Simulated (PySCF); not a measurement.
# (OH)3Sn-S-SiH3: geometry, NMR shifts and electronic excitations

Aim: predict the NMR shifts and electronic excitations of (OH)3Sn-S-SiH3.

The runs use PySCF 2.14.0, with density-fitted response routines of our own; the level of theory stands in each step. All values are computed, except where a source is named. Atoms are numbered from 0 throughout.

## Step 1: The starting structure

12 atoms, charge 0, multiplicity 1; geometry from: GFN2-xTB. The atoms were then displaced at random by about 0.03 Å, so the start is not that level's minimum.

Bonds of the start (Å): Sn0–O1 2.02, Sn0–O2 1.89, Sn0–O3 2.00, Sn0–S4 2.41, O1–H6 0.98, O2–H7 0.94, O3–H8 0.83, S4–Si5 2.13, Si5–H9 1.46, Si5–H10 1.42, Si5–H11 1.49.

## Step 2: Geometry optimisation at PBE0-D3(BJ)/def2-SVP

Job settings and geometry (Å):

```
{"job": {"xc": "PBE0", "basis": "def2-SVP", "d3": "d3bj", "grid": 1, "maxiter": 40, "shake": 0.03, "kind": "geom"}, "charge": 0, "multiplicity": 1}
Sn     0.305870     0.497810     0.846150
O     -1.312930     1.284650     1.756710
O      0.070210    -1.360520     1.078620
O      1.838820     1.282280     1.867460
S      0.354850     0.914340    -1.524840
Si    -0.530520    -0.859040    -2.312860
H     -1.108540     2.145340     2.170310
H     -0.085490    -1.581600     1.977570
H      2.604080     1.121700     1.575100
H     -1.885330    -0.982920    -1.769610
H     -0.486210    -0.556990    -3.696000
H      0.350670    -1.987800    -1.917610
```

Started as:

```bash
$ OMP_NUM_THREADS=1 python probes_run.py task.json out
```

The driver reads the jobs from task.json and runs them one after another.

**Question.** This job is followed by: GIAO PBE0/pcSseg-1 Sn:def2-TZVP NMR shielding, non-relativistic, gas phase; TDDFT CAM-B3LYP/def2-SVPD, vertical, gas phase, core orbitals frozen in the response; GIAO wB97X-D/pcSseg-1 Sn:def2-TZVP NMR shielding, non-relativistic, gas phase. What will the session give for the following? point group; rotational constants (main isotopes); 1H shifts against TMS (PBE0/def2-TZVP+pcSseg-1, means over atoms taken as alike); 17O shifts against H2O (PBE0/def2-TZVP+pcSseg-1, means over atoms taken as alike); 33S shifts against CS2 (PBE0/def2-TZVP+pcSseg-1); 29Si shifts against TMS (PBE0/def2-TZVP+pcSseg-1); surface potential, 1st and 99th percentile; lowest singlet (CAM-B3LYP/def2-SVPD); brightest single state of those computed; lowest triplet; vertical ionisation energy (ΔSCF); vertical electron affinity (ΔSCF); range of the shift of S4.

The runs gave:

```
                                                                         quantity                        value
                                                                      point group                           C1
                                             rotational constants (main isotopes)         2.38, 0.91, 0.84 GHz
 1H shifts against TMS (PBE0/def2-TZVP+pcSseg-1, means over atoms taken as alike)               4.83, 1.54 ppm
17O shifts against H2O (PBE0/def2-TZVP+pcSseg-1, means over atoms taken as alike)                     62.3 ppm
                                 33S shifts against CS2 (PBE0/def2-TZVP+pcSseg-1)                     -254 ppm
                                29Si shifts against TMS (PBE0/def2-TZVP+pcSseg-1)                    -48.4 ppm
                                            surface potential, 1st and 99th percentile           -1.29 V and 2.24 V
                                             lowest singlet (CAM-B3LYP/def2-SVPD)  4.71 eV (263 nm), f = 0.013
                                         brightest single state of those computed  state 2, 5.96 eV, f = 0.175
                                                                   lowest triplet                      4.27 eV
                                                vertical ionisation energy (ΔSCF)                      9.89 eV
                                                vertical electron affinity (ΔSCF)                      0.54 eV
                                                         range of the shift of S4             -266 to -254 ppm
```

In words: The start was shaken at random, so part of the energy gained undoes that. Over 12 steps the energy fell by 0.943 eV; of the close pairs, O3–H8 changed most, 0.835 to 0.965 Å. No frequency check was run at this level, so the end point may be a saddle. At PBE0/def2-TZVP+pcSseg-1: The largest span, 266 ppm, is at S4, where the paramagnetic term is -310 ppm. By nearest atom (PBE0/def2-TZVP+pcSseg-1), the HOMO sits on S4 79 %; H9, H11 about 6 % each and the LUMO on Sn0 30 %; S4 20 %. The lowest singlet, at 4.71 eV, is HOMO→LUMO 0.92 and is weak; of the 10 states computed, the strongest absorption comes from state 2 at 5.96 eV (the last state computed is bright too, and its partners may lie past the list). The lowest triplet lies 0.44 eV below the lowest singlet (triplets in Tamm-Dancoff, singlets in full TDDFT). Spin-orbit coupling, left out, mixes singlets and triplets in elements this heavy. The orbital energy would give 9.19 eV for ionisation, ΔSCF gives 9.89 eV. In ppm, S4 moves most: its shift spreads over 11 ppm, from -266 (wB97X-D/def2-TZVP+pcSseg-1) to -254 (PBE0/def2-TZVP+pcSseg-1). Spin-orbit coupling is left out, which matters for shieldings and couplings at and beside the heavy atoms.
